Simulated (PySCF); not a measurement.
# C2H6Cl2OSi2: the cost of one run

The runs use PySCF 2.14.0, with density-fitted response routines of our own; the level of theory stands in each step. All values are computed, except where a source is named. Atoms are numbered from 0 throughout.

### 1 The molecule as given

13 atoms, charge 0, multiplicity 1; geometry from: GFN2-xTB.

Bonds of the start (Å): Cl0–C1 1.80, C1–C2 1.53, C2–Si3 1.91, Si3–O4 1.65, O4–Si5 1.62, Si5–Cl6 2.00, Si5–C1 1.92, C1–H7 1.09, C2–H8 1.09, C2–H9 1.09, Si3–H10 1.45, Si3–H11 1.46, Si5–H12 1.45.

### 2 TDDFT and polarisability: wB97X-D/def2-SVPD

Job settings and geometry (Å):

```
{"job": {"kind": "uv", "xc": "wB97X-D", "basis": "def2-SVPD", "nstates": 8, "ntriplets": 3}, "charge": 0, "multiplicity": 1}
Cl     0.126593     1.328896     2.047376
C      0.352526     1.111452     0.277856
C     -0.981670     0.701068    -0.340636
Si    -1.147406    -1.190818    -0.110188
O      0.466159    -1.542821    -0.062006
Si     1.573333    -0.361123     0.072806
Cl     2.629883    -0.232139    -1.616972
H      0.687513     2.083165    -0.086397
H     -0.939958     0.932879    -1.408047
H     -1.799033     1.287170     0.077955
H     -1.656385    -1.882676    -1.284184
H     -1.698006    -1.595630     1.174577
H      2.382064    -0.638937     1.240133
```

With the program's defaults for keys left out, this is: TDDFT wB97X-D/def2-SVPD, vertical, gas phase, core orbitals frozen in the response.

Command:

```bash
$ OMP_NUM_THREADS=1 python probes_run.py task.json out
```

This one command runs all jobs of the session in turn.

**Question.** How long does this job take on 1 thread of Arm Neoverse V1, shared host, and how much memory does it need?

About 54 s, with a peak of 0.91 GiB.
